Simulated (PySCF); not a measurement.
# One shape, several levels: InH2 (SMILES [InH2])

We compute a comparison of 6 runs (U-wB97X-V/ccECP-cc-pVDZ, UPBE0/ccECP-cc-pVDZ, UMP2/ccECP-cc-pVDZ, UCCSDT/ccECP-cc-pVDZ, UCISD/ccECP-cc-pVDZ, UCCSD(T)/ccECP-cc-pVDZ) of InH2. Input form: a Python script.

Program for the calculation: PySCF 2.14.0.

4 further runs of the same task are left out: 4 set aside as unsound or not needed.

## (1) The system as given

The species is InH2 (3 atoms), meant as a doublet with charge 0. SMILES: `[InH2]`. The In1–H2 distance was set to 2.637 Å, away from the relaxed value. At this shape a bond of the SMILES string is far longer than usual.

Bond lengths: In1–H3 1.758 Å.

## (2) A single-point energy at U-wB97X-V/ccECP-cc-pVDZ (core potential) (run 1)

File calc.py:

```python
from pyscf import gto, dft

mol = gto.M(
    atom=[
    ('In', (0.231255, -1.270770, -0.036094)),
    ('H', (0.691300, 1.265400, 0.521600)),
    ('H', (-1.240245, -1.750170, -0.870594)),
],
    ecp='ccecp',
    basis='ccecp-cc-pvdz',
    spin=1,
    max_memory=1860,
    verbose=3,
)

mf = dft.UKS(mol)
mf.xc = 'wb97x-v'
mf.nlcgrids.level = 1
mf.conv_tol = 1e-10
mf.grids.level = 5
mf.kernel()
if not mf.converged:
    mf = mf.newton().run(mf.mo_coeff, mf.mo_occ)

energy = mf.e_tot
print('E = %.10f Eh' % energy)
```

Run with:

```console
$ OMP_NUM_THREADS=1 python calc.py
```

The log of the run:

```text
WARN: HOMO -0.164068154515738 >= LUMO -0.164068154515737

converged SCF energy = -3.01344534872821  <S^2> = 0.82569726  2S+1 = 2.0743165
E = -3.0134453487 Eh
```

Wall time 16 s (1 thread of Arm Neoverse V1, shared host); peak memory 0.19 GiB.

## (3) A single-point energy at UPBE0/ccECP-cc-pVDZ (core potential) (run 2)

File input.py:

```python
from pyscf import gto, dft

molecule = gto.Mole()
molecule.atom = '''
In     0.437009    -2.401407    -0.068208
H      1.306368     2.391259     0.985681
H     -2.343723    -3.307342    -1.645184
'''
molecule.spin = 1
molecule.verbose = 4
molecule.ecp = 'ccecp'
molecule.unit = 'bohr'
molecule.basis = 'ccecp-cc-pvdz'
molecule.charge = 0
molecule.max_memory = 1860
molecule.build()

mf = dft.UKS(molecule, xc='pbe0')
mf.grids.level = 5
mf.conv_tol = 1e-10
mf.kernel()
if not mf.converged:
    mf = mf.newton().run(mf.mo_coeff, mf.mo_occ)

e_tot = mf.e_tot
print(f'total energy: {e_tot:.8f} hartree')
```

Run with:

```console
$ OMP_NUM_THREADS=1 python input.py
```

The log of the run:

```text
PySCF version 2.14.0

[... 51 lines left out ...]
WARN: HOMO -0.177868299411306 >= LUMO -0.177868299411307
[... 46 lines left out ...]
converged SCF energy = -3.0233738788221  <S^2> = 0.81490741  2S+1 = 2.063887
total energy: -3.02337388 hartree
```

Wall time 3.3 s (1 thread of Arm Neoverse V1, shared host); peak memory 0.19 GiB.

Run 3 isn't shown in full; the table further down has it.

## (4) A single-point energy at UCCSDT/ccECP-cc-pVDZ (core potential) (run 4)

File calc.py:

```python
from pyscf import gto, scf, cc

molecule = gto.Mole()
molecule.atom = '''
In     0.437009    -2.401407    -0.068208
H      1.306368     2.391259     0.985681
H     -2.343723    -3.307342    -1.645184
'''
molecule.basis = 'ccecp-cc-pvdz'
molecule.ecp = 'ccecp'
molecule.verbose = 3
molecule.spin = 1
molecule.unit = 'bohr'
molecule.max_memory = 1860
molecule.build()

mf = scf.UHF(molecule)
mf.conv_tol = 1e-10
mf.kernel()
if not mf.converged:
    mf = mf.newton().run(mf.mo_coeff, mf.mo_occ)

mycc = cc.CCSDT(mf)
mycc.kernel()
e_tot = mycc.e_tot
print(f'total energy: {e_tot:.8f} hartree')
```

Run with:

```console
$ OMP_NUM_THREADS=1 python calc.py
```

The log of the run:

```text
converged SCF energy = -2.91590390533217  <S^2> = 0.94022914  2S+1 = 2.1819525
_make_eris_incore_UCCSDT

WARN: A large `blksize_v_aaa` is being used, which may cause large memory consumption
      for storing contraction intermediates. If memory is sufficient, consider using
      `pyscf.cc.uccsdt_highm.UCCSDT` instead.

WARN: A large `blksize_v_aab` is being used, which may cause large memory consumption
      for storing contraction intermediates. If memory is sufficient, consider using
      `pyscf.cc.uccsdt_highm.UCCSDT` instead.

UCCSDT converged
E(UCCSDT) = -2.984934151936911   E_corr = -0.06903024660474008
E_corr(same-spin) = -0.00305395151623604
E_corr(oppo-spin) = -0.065976295088504
total energy: -2.98493415 hartree
```

Wall time 4.8 s (1 thread of Arm Neoverse V1, shared host); peak memory 0.13 GiB.

Run 5 isn't shown in full; the table further down has it.

## (5) A single-point energy at UCCSD(T)/ccECP-cc-pVDZ (core potential) (run 6)

File run.py:

```python
from pyscf import gto, cc

system = gto.Mole()
system.atom = '''
In     0.437009    -2.401407    -0.068208
H      1.306368     2.391259     0.985681
H     -2.343723    -3.307342    -1.645184
'''
system.max_memory = 1860
system.verbose = 3
system.basis = 'ccecp-cc-pvdz'
system.unit = 'bohr'
system.ecp = 'ccecp'
system.spin = 1
system.build()

mf = system.UHF()
mf.conv_tol = 1e-10
mf.kernel()
if not mf.converged:
    mf = mf.newton().run(mf.mo_coeff, mf.mo_occ)

mycc = cc.CCSD(mf)
mycc.kernel()
e_t = mycc.ccsd_t()
e_tot = mycc.e_tot + e_t
print('E = %.10f Eh' % e_tot)
```

Run with:

```console
$ OMP_NUM_THREADS=1 python run.py
```

The log of the run:

```text
converged SCF energy = -2.91590390533217  <S^2> = 0.94022914  2S+1 = 2.1819525
E(UCCSD) = -2.982816866098285  E_corr = -0.06691296076611424
UCCSD(T) correction = -0.00129585440818409
E = -2.9841127205 Eh
```

Wall time 1.4 s (1 thread of Arm Neoverse V1, shared host); peak memory 0.13 GiB.

## (6) Overview of the runs

| run | level | nlc grid | integration grid | energy (Eh) | dipole moment (D) of the reference | HOMO energy (eV) | LUMO energy (eV) | wall time |
| --- | --- | --- | --- | --- | --- | --- | --- | --- |
| 1 | U-wB97X-V/ccECP-cc-pVDZ (core potential) | 1 | 5 | -3.013445 | 1.73 | -7.88 | -1.17 | 16 s |
| 2 | UPBE0/ccECP-cc-pVDZ (core potential) | – | 5 | -3.023374 | 1.77 | -5.93 | -2.87 | 3.3 s |
| 3 | UMP2/ccECP-cc-pVDZ (core potential) | – | – | -2.959984 | 1.14 | -7.92 | 0.31 | 0.97 s |
| 4 | UCCSDT/ccECP-cc-pVDZ (core potential) | – | – | -2.984934 | 1.14 | -7.92 | 0.31 | 4.8 s |
| 5 | UCISD/ccECP-cc-pVDZ (core potential) | – | – | -2.980066 | 1.14 | -7.92 | 0.31 | 1.1 s |
| 6 | UCCSD(T)/ccECP-cc-pVDZ (core potential) | – | – | -2.984113 | 1.14 | -7.92 | 0.31 | 1.4 s |

## (7) Outcome

| quantity | value |
| --- | --- |
| run 6: total energy | -2.98411 Eh |
| run 6: dipole moment (Hartree–Fock density) | 1.14 D |
| run 6: HOMO energy (Hartree–Fock orbitals) (highest over α and β) | -7.92 eV |
| run 6: LUMO energy (Hartree–Fock orbitals) (lowest over α and β) | 0.31 eV |
| run 6: correlation energy | -68.2 mEh |
| run 6: (T) correction | -1.30 mEh |
| run 6: ⟨S²⟩ of the reference determinant | 0.940 |
| run 6: T1 diagnostic | 0.051 |

Totals of different functionals can't be ranked against each other. Spin contamination of the reference: run 4 ⟨S²⟩ = 0.94, run 5 ⟨S²⟩ = 0.94, run 6 ⟨S²⟩ = 0.94, run 3 ⟨S²⟩ = 0.94. All runs together took 28 s, the longest 16 s.
